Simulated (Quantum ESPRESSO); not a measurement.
Input of a Quantum ESPRESSO 7.5 run:

File pw.in:

```
&CONTROL
  calculation = 'scf'
  prefix = 'pwscf'
  outdir = './tmp'
  pseudo_dir = './pseudo'
  tprnfor = .true.
  tstress = .true.
  disk_io = 'low'
/
&SYSTEM
  ibrav = 0
  celldm(1) = 8
  nat = 4
  ntyp = 2
  ecutwfc = 56
  ecutrho = 448
  nbnd = 48
  occupations = 'smearing'
  smearing = 'fd'
  degauss = 0.00367493
/
&ELECTRONS
  conv_thr = 8d-10
  electron_maxstep = 120
  mixing_beta = 0.5
/
ATOMIC_SPECIES
Ga    69.7230 ga_pbe_v1.4.uspp.F.UPF
Sb   121.7600 sb_pbe_v1.4.uspp.F.UPF
CELL_PARAMETERS alat
  0.7610356496887   0.0000000000000   0.0000000000000
  0.0000000000000   1.0639881492425   0.0000000000000
  0.0000000000000   0.0000000000000   1.4913910996909
ATOMIC_POSITIONS crystal
Ga     0.0000000000    0.0000000000    0.5000000000
Ga     0.5000000000    0.5000000000    0.7539245500
Ga     0.5000000000    0.5000000000    0.2460754500
Sb     0.0000000000    0.0000000000    0.0000000000
K_POINTS automatic
6 5 3 0 0 0
```

nscf.in

```
&CONTROL
  calculation = 'nscf'
  prefix = 'pwscf'
  outdir = './tmp'
  pseudo_dir = './pseudo'
  disk_io = 'low'
/
&SYSTEM
  ibrav = 0
  celldm(1) = 8
  nat = 4
  ntyp = 2
  ecutwfc = 56
  ecutrho = 448
  nbnd = 60
  occupations = 'smearing'
  smearing = 'fd'
  degauss = 0.00367493
  nosym = .true.
  noinv = .true.
/
&ELECTRONS
  conv_thr = 1d-09
  electron_maxstep = 120
  mixing_beta = 0.5
  diago_full_acc = .true.
  startingwfc = 'random'
/
ATOMIC_SPECIES
Ga    69.7230 ga_pbe_v1.4.uspp.F.UPF
Sb   121.7600 sb_pbe_v1.4.uspp.F.UPF
CELL_PARAMETERS alat
  0.7610356496887   0.0000000000000   0.0000000000000
  0.0000000000000   1.0639881492425   0.0000000000000
  0.0000000000000   0.0000000000000   1.4913910996909
ATOMIC_POSITIONS crystal
Ga     0.0000000000    0.0000000000    0.5000000000
Ga     0.5000000000    0.5000000000    0.7539245500
Ga     0.5000000000    0.5000000000    0.2460754500
Sb     0.0000000000    0.0000000000    0.0000000000
K_POINTS crystal
40
  0.00000000   0.00000000   0.00000000 2.50000000e-02
  0.00000000   0.00000000   0.50000000 2.50000000e-02
  0.00000000   0.25000000   0.00000000 2.50000000e-02
  0.00000000   0.25000000   0.50000000 2.50000000e-02
  0.00000000   0.50000000   0.00000000 2.50000000e-02
  0.00000000   0.50000000   0.50000000 2.50000000e-02
  0.00000000   0.75000000   0.00000000 2.50000000e-02
  0.00000000   0.75000000   0.50000000 2.50000000e-02
  0.20000000   0.00000000   0.00000000 2.50000000e-02
  0.20000000   0.00000000   0.50000000 2.50000000e-02
  0.20000000   0.25000000   0.00000000 2.50000000e-02
  0.20000000   0.25000000   0.50000000 2.50000000e-02
  0.20000000   0.50000000   0.00000000 2.50000000e-02
  0.20000000   0.50000000   0.50000000 2.50000000e-02
  0.20000000   0.75000000   0.00000000 2.50000000e-02
  0.20000000   0.75000000   0.50000000 2.50000000e-02
  0.40000000   0.00000000   0.00000000 2.50000000e-02
  0.40000000   0.00000000   0.50000000 2.50000000e-02
  0.40000000   0.25000000   0.00000000 2.50000000e-02
  0.40000000   0.25000000   0.50000000 2.50000000e-02
  0.40000000   0.50000000   0.00000000 2.50000000e-02
  0.40000000   0.50000000   0.50000000 2.50000000e-02
  0.40000000   0.75000000   0.00000000 2.50000000e-02
  0.40000000   0.75000000   0.50000000 2.50000000e-02
  0.60000000   0.00000000   0.00000000 2.50000000e-02
  0.60000000   0.00000000   0.50000000 2.50000000e-02
  0.60000000   0.25000000   0.00000000 2.50000000e-02
  0.60000000   0.25000000   0.50000000 2.50000000e-02
  0.60000000   0.50000000   0.00000000 2.50000000e-02
  0.60000000   0.50000000   0.50000000 2.50000000e-02
  0.60000000   0.75000000   0.00000000 2.50000000e-02
  0.60000000   0.75000000   0.50000000 2.50000000e-02
  0.80000000   0.00000000   0.00000000 2.50000000e-02
  0.80000000   0.00000000   0.50000000 2.50000000e-02
  0.80000000   0.25000000   0.00000000 2.50000000e-02
  0.80000000   0.25000000   0.50000000 2.50000000e-02
  0.80000000   0.50000000   0.00000000 2.50000000e-02
  0.80000000   0.50000000   0.50000000 2.50000000e-02
  0.80000000   0.75000000   0.00000000 2.50000000e-02
  0.80000000   0.75000000   0.50000000 2.50000000e-02
```

pw2wan.in

```
&INPUTPP
  prefix = 'pwscf'
  outdir = './tmp'
  seedname = 'w'
  write_mmn = .true.
  write_amn = .true.
/
```

File bands.in:

```
&CONTROL
  calculation = 'bands'
  prefix = 'pwscf'
  outdir = './tmp'
  pseudo_dir = './pseudo'
  disk_io = 'low'
/
&SYSTEM
  ibrav = 0
  celldm(1) = 8
  nat = 4
  ntyp = 2
  ecutwfc = 56
  ecutrho = 448
  nbnd = 60
  occupations = 'smearing'
  smearing = 'fd'
  degauss = 0.00367493
/
&ELECTRONS
  conv_thr = 1d-08
  electron_maxstep = 120
  mixing_beta = 0.5
  diago_full_acc = .true.
  startingwfc = 'random'
/
ATOMIC_SPECIES
Ga    69.7230 ga_pbe_v1.4.uspp.F.UPF
Sb   121.7600 sb_pbe_v1.4.uspp.F.UPF
CELL_PARAMETERS alat
  0.7610356496887   0.0000000000000   0.0000000000000
  0.0000000000000   1.0639881492425   0.0000000000000
  0.0000000000000   0.0000000000000   1.4913910996909
ATOMIC_POSITIONS crystal
Ga     0.0000000000    0.0000000000    0.5000000000
Ga     0.5000000000    0.5000000000    0.7539245500
Ga     0.5000000000    0.5000000000    0.2460754500
Sb     0.0000000000    0.0000000000    0.0000000000
K_POINTS crystal
84
  0.00000000   0.00000000   0.00000000 1
  0.05555600   0.00000000   0.00000000 1
  0.11111100   0.00000000   0.00000000 1
  0.16666700   0.00000000   0.00000000 1
  0.22222200   0.00000000   0.00000000 1
  0.27777800   0.00000000   0.00000000 1
  0.33333300   0.00000000   0.00000000 1
  0.38888900   0.00000000   0.00000000 1
  0.44444400   0.00000000   0.00000000 1
  0.50000000   0.00000000   0.00000000 1
  0.50000000   0.08333300   0.00000000 1
  0.50000000   0.16666700   0.00000000 1
  0.50000000   0.25000000   0.00000000 1
  0.50000000   0.33333300   0.00000000 1
  0.50000000   0.41666700   0.00000000 1
  0.50000000   0.50000000   0.00000000 1
  0.44444400   0.50000000   0.00000000 1
  0.38888900   0.50000000   0.00000000 1
  0.33333300   0.50000000   0.00000000 1
  0.27777800   0.50000000   0.00000000 1
  0.22222200   0.50000000   0.00000000 1
  0.16666700   0.50000000   0.00000000 1
  0.11111100   0.50000000   0.00000000 1
  0.05555600   0.50000000   0.00000000 1
  0.00000000   0.50000000   0.00000000 1
  0.00000000   0.41666700   0.00000000 1
  0.00000000   0.33333300   0.00000000 1
  0.00000000   0.25000000   0.00000000 1
  0.00000000   0.16666700   0.00000000 1
  0.00000000   0.08333300   0.00000000 1
  0.00000000   0.00000000   0.00000000 1
  0.00000000   0.00000000   0.10000000 1
  0.00000000   0.00000000   0.20000000 1
  0.00000000   0.00000000   0.30000000 1
  0.00000000   0.00000000   0.40000000 1
  0.00000000   0.00000000   0.50000000 1
  0.05555600   0.00000000   0.50000000 1
  0.11111100   0.00000000   0.50000000 1
  0.16666700   0.00000000   0.50000000 1
  0.22222200   0.00000000   0.50000000 1
  0.27777800   0.00000000   0.50000000 1
  0.33333300   0.00000000   0.50000000 1
  0.38888900   0.00000000   0.50000000 1
  0.44444400   0.00000000   0.50000000 1
  0.50000000   0.00000000   0.50000000 1
  0.50000000   0.08333300   0.50000000 1
  0.50000000   0.16666700   0.50000000 1
  0.50000000   0.25000000   0.50000000 1
  0.50000000   0.33333300   0.50000000 1
  0.50000000   0.41666700   0.50000000 1
  0.50000000   0.50000000   0.50000000 1
  0.44444400   0.50000000   0.50000000 1
  0.38888900   0.50000000   0.50000000 1
  0.33333300   0.50000000   0.50000000 1
  0.27777800   0.50000000   0.50000000 1
  0.22222200   0.50000000   0.50000000 1
  0.16666700   0.50000000   0.50000000 1
  0.11111100   0.50000000   0.50000000 1
  0.05555600   0.50000000   0.50000000 1
  0.00000000   0.50000000   0.50000000 1
  0.00000000   0.41666700   0.50000000 1
  0.00000000   0.33333300   0.50000000 1
  0.00000000   0.25000000   0.50000000 1
  0.00000000   0.16666700   0.50000000 1
  0.00000000   0.08333300   0.50000000 1
  0.00000000   0.00000000   0.50000000 1
  0.00000000   0.50000000   0.00000000 1
  0.00000000   0.50000000   0.10000000 1
  0.00000000   0.50000000   0.20000000 1
  0.00000000   0.50000000   0.30000000 1
  0.00000000   0.50000000   0.40000000 1
  0.00000000   0.50000000   0.50000000 1
  0.50000000   0.00000000   0.50000000 1
  0.50000000   0.00000000   0.40000000 1
  0.50000000   0.00000000   0.30000000 1
  0.50000000   0.00000000   0.20000000 1
  0.50000000   0.00000000   0.10000000 1
  0.50000000   0.00000000   0.00000000 1
  0.50000000   0.50000000   0.00000000 1
  0.50000000   0.50000000   0.10000000 1
  0.50000000   0.50000000   0.20000000 1
  0.50000000   0.50000000   0.30000000 1
  0.50000000   0.50000000   0.40000000 1
  0.50000000   0.50000000   0.50000000 1
```

w.win

```
num_wann = 31
num_bands = 46
guiding_centres = true
dis_froz_max = 12.18
dis_num_iter = 600
dis_mix_ratio = 0.5
dis_conv_tol = 1.0d-9
num_iter = 0
search_shells = 100
kmesh_tol = 1.0d-4
conv_tol = 1.0d-8
conv_window = 4
num_print_cycles = 200
fermi_energy = 10.182
bands_plot = true
write_hr = true
mp_grid = 5 4 2
exclude_bands = 1-14
begin projections
Ga: s;p;d
Sb: s;p
end projections
begin unit_cell_cart
ang
  3.2217817800   0.0000000000   0.0000000000
  0.0000000000   4.5043062500   0.0000000000
  0.0000000000   0.0000000000   6.3136814600
end unit_cell_cart
begin atoms_frac
Ga   0.0000000000   0.0000000000   0.5000000000
Ga   0.5000000000   0.5000000000   0.7539245500
Ga   0.5000000000   0.5000000000   0.2460754500
Sb   0.0000000000   0.0000000000   0.0000000000
end atoms_frac
begin kpoint_path
G   0.0000000000   0.0000000000   0.0000000000  X   0.5000000000   0.0000000000   0.0000000000
X   0.5000000000   0.0000000000   0.0000000000  S   0.5000000000   0.5000000000   0.0000000000
S   0.5000000000   0.5000000000   0.0000000000  Y   0.0000000000   0.5000000000   0.0000000000
Y   0.0000000000   0.5000000000   0.0000000000  G   0.0000000000   0.0000000000   0.0000000000
G   0.0000000000   0.0000000000   0.0000000000  Z   0.0000000000   0.0000000000   0.5000000000
Z   0.0000000000   0.0000000000   0.5000000000  U   0.5000000000   0.0000000000   0.5000000000
U   0.5000000000   0.0000000000   0.5000000000  R   0.5000000000   0.5000000000   0.5000000000
R   0.5000000000   0.5000000000   0.5000000000  T   0.0000000000   0.5000000000   0.5000000000
T   0.0000000000   0.5000000000   0.5000000000  Z   0.0000000000   0.0000000000   0.5000000000
Y   0.0000000000   0.5000000000   0.0000000000  T   0.0000000000   0.5000000000   0.5000000000
U   0.5000000000   0.0000000000   0.5000000000  X   0.5000000000   0.0000000000   0.0000000000
S   0.5000000000   0.5000000000   0.0000000000  R   0.5000000000   0.5000000000   0.5000000000
end kpoint_path
bands_num_points = 9
begin kpoints
  0.00000000   0.00000000   0.00000000
  0.00000000   0.00000000   0.50000000
  0.00000000   0.25000000   0.00000000
  0.00000000   0.25000000   0.50000000
  0.00000000   0.50000000   0.00000000
  0.00000000   0.50000000   0.50000000
  0.00000000   0.75000000   0.00000000
  0.00000000   0.75000000   0.50000000
  0.20000000   0.00000000   0.00000000
  0.20000000   0.00000000   0.50000000
  0.20000000   0.25000000   0.00000000
  0.20000000   0.25000000   0.50000000
  0.20000000   0.50000000   0.00000000
  0.20000000   0.50000000   0.50000000
  0.20000000   0.75000000   0.00000000
  0.20000000   0.75000000   0.50000000
  0.40000000   0.00000000   0.00000000
  0.40000000   0.00000000   0.50000000
  0.40000000   0.25000000   0.00000000
  0.40000000   0.25000000   0.50000000
  0.40000000   0.50000000   0.00000000
  0.40000000   0.50000000   0.50000000
  0.40000000   0.75000000   0.00000000
  0.40000000   0.75000000   0.50000000
  0.60000000   0.00000000   0.00000000
  0.60000000   0.00000000   0.50000000
  0.60000000   0.25000000   0.00000000
  0.60000000   0.25000000   0.50000000
  0.60000000   0.50000000   0.00000000
  0.60000000   0.50000000   0.50000000
  0.60000000   0.75000000   0.00000000
  0.60000000   0.75000000   0.50000000
  0.80000000   0.00000000   0.00000000
  0.80000000   0.00000000   0.50000000
  0.80000000   0.25000000   0.00000000
  0.80000000   0.25000000   0.50000000
  0.80000000   0.50000000   0.00000000
  0.80000000   0.50000000   0.50000000
  0.80000000   0.75000000   0.00000000
  0.80000000   0.75000000   0.50000000
end kpoints
```

Potentials or basis: GBRV 1.5 PBE.

Command:

```sh
$ OMP_NUM_THREADS=1 mpirun -n 4 pw.x -nk 2 -in pw.in > pw.out
$ OMP_NUM_THREADS=1 mpirun -n 4 pw.x -nk 4 -in nscf.in > nscf.out
$ wannier90.x -pp w
$ OMP_NUM_THREADS=1 mpirun -n 1 pw2wannier90.x -in pw2wan.in > pw2wan.out
$ wannier90.x w
$ OMP_NUM_THREADS=1 mpirun -n 4 pw.x -nk 4 -in bands.in > bands.out
```

Task: What does it give for the total Wannier spread?

Result: 37.84 Å² over 31 functions.

Task: Predict the RMS miss of the Wannier bands.

Result: 0.040 eV.

Task: Estimate the pressure.

Result: -1.3 GPa.

Task: What does it give for the largest force?

Result: 0.381 eV/Å.

Stress tensor (GPa, compression positive):
```
-0.49  0.00  0.00
 0.00 -0.98  0.00
 0.00  0.00 -2.36
```

Caveat: the k mesh is coarse.
